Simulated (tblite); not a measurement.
# C3H10GeSi: the cost of one run

The runs use tblite 0.8.0 and PySCF 2.14.0, with density-fitted response routines of our own; the level of theory stands in each step. All values are computed, except where a source is named. Atoms are numbered from 0 throughout.

### 1 The starting structure

15 atoms, charge 0, multiplicity 1; geometry from: force field or distance geometry start.

Bonds of the start (Å): Ge0–Si1 2.33, Si1–C2 1.84, C2–C3 1.51, C3–C4 1.51, C4–C2 1.52, Ge0–H5 1.54, Ge0–H6 1.53, Ge0–H7 1.55, Si1–H8 1.47, Si1–H9 1.48, C2–H10 1.13, C3–H11 1.12, C3–H12 1.11, C4–H13 1.11, C4–H14 1.11.

### 2 Geometry optimisation with GFN2-xTB

The job: settings as JSON, then the geometry in Å.

```
{"job": {"kind": "relax", "xc": "GFN2-xTB", "basis": "xTB"}, "charge": 0, "multiplicity": 1}
Ge     2.309000    -0.087000     0.636700
Si     0.730200     0.558200    -0.946100
C     -0.881700    -0.300500    -0.738600
C     -1.337900    -0.753400     0.627500
C     -2.049600     0.388400    -0.052900
H      3.552700     0.777000     0.381900
H      2.714700    -1.550100     0.469800
H      1.838200     0.204700     2.079200
H      1.297200     0.343200    -2.282400
H      0.614000     2.020200    -0.767400
H     -1.232700    -0.935300    -1.599400
H     -1.872100    -1.739600     0.643100
H     -0.785400    -0.433200     1.536000
H     -3.082100     0.115600    -0.340100
H     -1.819000     1.399700     0.330900
```

Command:

```sh
OMP_NUM_THREADS=1 python probes_run.py task.json out
```

One launch serves the whole session: the jobs run in the order shown.

Q: Estimate the wall time and peak memory of this first job on 1 thread of Intel Xeon at 2.50GHz, shared host.

About 3.8 s, with a peak of 0.18 GiB.
